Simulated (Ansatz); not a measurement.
# MnS: the cost of one run

Method: DFT PBE+U (U_eff = 3.9 eV on Mn 3d), scalar-relativistic, plane waves, PAW, in Ansatz 0.2.0.

The COD entry's cell or inner coordinates are ideal or old and differ from later refinements, so a difference from it is no clean test against experiment.

## 1. The system as given

The structure is trigonal, space group R-3m (No. 166). The conventional cell has a = 3.739 Å, b = 3.739 Å, c = 9.101 Å, α = 90.00°, β = 90.00°, γ = 120.00°. Mn (site symmetry -3m) has 6 S at 2.64 Å as nearest neighbours. S (site symmetry -3m) has 6 Mn at 2.64 Å as nearest neighbours.

Structure file:

```
CELL_PARAMETERS angstrom
-2.62184 -2.62184 5.26561
-5.26561 -2.62184 2.62184
-2.62184 -5.26561 2.62184
ATOMIC_POSITIONS crystal
Mn 0.00000 0.00000 0.00000
S 0.25000 0.25000 0.25000
Mn 0.50000 0.50000 0.50000
S 0.75000 0.75000 0.75000
```

This cell comes from an earlier session at PBE+U (U_eff = 3.9 eV on Mn 3d): 18.364 Å³/atom at 0.01 GPa, on a 8×8×8 mesh. The large moments point both ways and cancel.

Volume factors to run: 0.980, 1.020, 0.960, 1.040.

## 2. At 0.980 of the relaxed volume

File input.yaml:

```yaml
crystal:
  lattice:
    - [-2.6042424183, -2.6042424183, 5.2302662993]
    - [-5.2302662993, -2.6042424183, 2.6042424183]
    - [-2.6042424183, -5.2302662993, 2.6042424183]
  atoms:
    - { symbol: Mn, position: [0.0, 0.0, 0.0], spin: 4.9 }
    - { symbol: S, position: [1.2499999969, -0.7500000031, -0.7500000031] }
    - { symbol: Mn, position: [0.5, 0.5, 0.5], spin: -4.9 }
    - { symbol: S, position: [1.7500000031, -0.2499999969, -0.2499999969] }
basis:
  ecutwfc: 420
  ecutrho_ratio: 4
kpoints:
  mp_grid: { grid: [8, 8, 8] }
hamiltonian:
  xc: pbe
  hubbard:
    sites:
      - { species: Mn, l: d, u_eff: 3.9, starting_ns: start.occupation_matrices }
    ns_hold: { iters: 6 }
scf:
  occupations: { method: gaussian, width: 0.05 }
  lower_state_search: "off"
output:
  forces: true
  stress: true
  eigenvalues: true
  populations: true
magnetization:
  spin_polarized: true
relax:
  f_tol: 0.01
  max_steps: 40
  cell: { stress_tol: 0.1, fix: [volume] }
```

The open shells start from the occupation matrices of the run at the neighbouring geometry (file start.occupation_matrices).

Started as:

```
$ ansatz run input.yaml --threads 2 --pin off --max-ram 5120MiB --backend cpu --events-out ev --progress --plain --runs-dir out
```

What time and memory should one allow on 2 threads of AMD EPYC (Zen 3), shared host?

About 89 s, with a peak of 0.64 GiB.
